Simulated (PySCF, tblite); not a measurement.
# C2H14NPSi3: geometry, infrared bands and NMR shifts

What infrared bands and NMR shifts should C2H14NPSi3 (`CN(C)[Si@@H]([SiH3])[SiH2]P`) show?

Programs: tblite 0.8.0 and PySCF 2.14.0, with density-fitted response routines of our own. Each step states its level of theory. These are calculated values for one molecule in the gas phase, unless marked as measured. Atoms count from 0, in the outputs and in this text.

### Step 1. Starting geometry

21 atoms, charge 0, multiplicity 1; geometry from: force field or distance geometry start.

Bonds of the start (Å): C0–N1 1.45, N1–C2 1.43, N1–Si3 1.76, Si3–Si4 2.20, Si3–Si5 2.24, Si5–P6 2.21, C0–H7 1.12, C0–H8 1.12, C0–H9 1.11, C2–H10 1.11, C2–H11 1.13, C2–H12 1.11, Si3–H13 1.48, Si4–H14 1.49, Si4–H15 1.48, Si4–H16 1.46, Si5–H17 1.48, Si5–H18 1.48, P6–H19 1.45, P6–H20 1.46.

### Step 2. Optimising the geometry with GFN2-xTB

The job: settings as JSON, then the geometry in Å.

```
{"job": {"kind": "relax", "xc": "GFN2-xTB", "basis": "xTB"}, "charge": 0, "multiplicity": 1}
C     -1.659300    -1.614400    -0.777000
N     -1.119200    -0.880200     0.345400
C     -2.105900    -0.152500     1.072000
Si     0.256400     0.058800    -0.238600
Si    -0.217800     2.124600    -0.832600
Si     1.967100     0.062700     1.208800
P      3.750800    -0.802500     0.224400
H     -2.138000    -0.861900    -1.457800
H     -0.817700    -2.148700    -1.277200
H     -2.427400    -2.310000    -0.368000
H     -1.944800    -0.136300     2.172100
H     -3.070100    -0.729900     0.938600
H     -2.329800     0.857600     0.675700
H      0.760800    -0.646900    -1.438400
H      0.502200     2.430700    -2.096600
H      0.310600     3.098000     0.152000
H     -1.638200     2.307400    -1.103200
H      1.593400    -0.762600     2.375600
H      2.323100     1.438300     1.619700
H      3.339100    -1.552200    -0.943600
H      4.655800     0.237100    -0.251600
```

The run is started by

```bash
$ OMP_NUM_THREADS=1 python probes_run.py task.json out
```

This one command runs all jobs of the session in turn.

**Question.** This job is followed by: GFN2-xTB harmonic vibrations, gas phase; GIAO PBE0/pcSseg-1 NMR shielding, non-relativistic, gas phase. What will the session give for the following? strongest single infrared mode (GFN2-xTB); zero-point energy (GFN2-xTB); 13C shifts against TMS (PBE0/pcSseg-1, means over atoms taken as alike); 1H shifts against TMS (PBE0/pcSseg-1, means over atoms taken as alike); 15N shifts against NH3 (PBE0/pcSseg-1); 29Si shifts against TMS (PBE0/pcSseg-1); 31P shifts against H3PO4 (PBE0/pcSseg-1).

**Answer**, as computed:

| quantity | value |
| --- | --- |
| strongest single infrared mode (GFN2-xTB) | 582 cm⁻¹, 549 km/mol |
| zero-point energy (GFN2-xTB) | 92.2 kcal/mol |
| 13C shifts against TMS (PBE0/pcSseg-1, means over atoms taken as alike) | 43.8 ppm |
| 1H shifts against TMS (PBE0/pcSseg-1, means over atoms taken as alike) | 5.29, 4.13, 4.09, 3.34, 2.48, 0.64 ppm |
| 15N shifts against NH3 (PBE0/pcSseg-1) | 11.4 ppm |
| 29Si shifts against TMS (PBE0/pcSseg-1) | -27.9, -94.6, -131.7 ppm |
| 31P shifts against H3PO4 (PBE0/pcSseg-1) | -319.2 ppm |

What this shows: Over 215 steps the energy fell by 1.389 eV; of the close pairs, Si3–Si4 changed most, 2.201 to 2.346 Å. The lowest mode is imaginary (43i cm⁻¹), so the xTB geometry is not a minimum. The strongest single mode, at 582 cm⁻¹, moves mainly H13. Unscaled tight-binding wavenumbers are off by several per cent, some by more. Its intensities can rank the bands wrongly.
